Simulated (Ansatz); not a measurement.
What does this script print? It uses Ansatz 0.2.0, Python API.

The script, `fh4nsn_bde.py`:
```python
import ansatz as az


def energy(molecule, charge=0, unpaired=0):
    calc = molecule.calculation().basis(gaussian="def2-SVP").correlation("mp2")
    if charge:
        calc = calc.charge(charge)
    if unpaired:
        calc = calc.spin("collinear", total=unpaired)
    return calc.run(threads=1, pin="off").report["free_energy_ev"]

GEOMETRY = """
N    -1.01490    0.12700   -0.82740
Sn    0.38670   -0.13790    0.58740
F     0.36200   -2.00330    1.10170
H    -0.91680    1.18300   -1.13370
H    -0.79240   -0.40980   -1.68650
H     0.05580    0.88200    1.98360
H     1.98090    0.29100   -0.07090
"""

def without(molecule, index):
    rest = az.Crystal.molecule()
    for i, site in enumerate(molecule.cartesian_sites):
        if i != index:
            rest = rest.atom(site.symbol, site.position_ang)
    return rest

mol = az.Crystal.molecule()
for line in GEOMETRY.strip().splitlines():
    symbol, *xyz = line.split()
    mol = mol.atom(symbol, [float(v) for v in xyz])

whole = energy(mol, 0)
hydrogen = energy(az.Crystal.molecule().atom("H", (0, 0, 0)), 0, 1)
print(f"E(molecule) = {whole:.5f} eV, E(H) = {hydrogen:.5f} eV")
for index in [4, 6]:
    radical = energy(without(mol, index), 0, 1)
    print(f"H{index}: homolysis {23.060548 * (radical + hydrogen - whole):.1f} kcal/mol")
```

```console
$ python fh4nsn_bde.py
E(molecule) = -10065.84590 eV, E(H) = -13.58606 eV
H4: homolysis 112.4 kcal/mol
H6: homolysis 70.4 kcal/mol
```

Total energies depend on the basis set; only differences at equal settings carry meaning. The geometry is a force-field or estimated start, not a minimum of this method, and the basis set is short of its limit. All parts are taken at fixed geometry, without zero-point energy. def2 sets replace the cores of elements past krypton by effective core potentials. The spin-orbit lowering of heavy atoms is left out. Run time: 7.1 s on 1 thread of Arm Neoverse N1, on a shared host, peak memory 0.21 GiB.
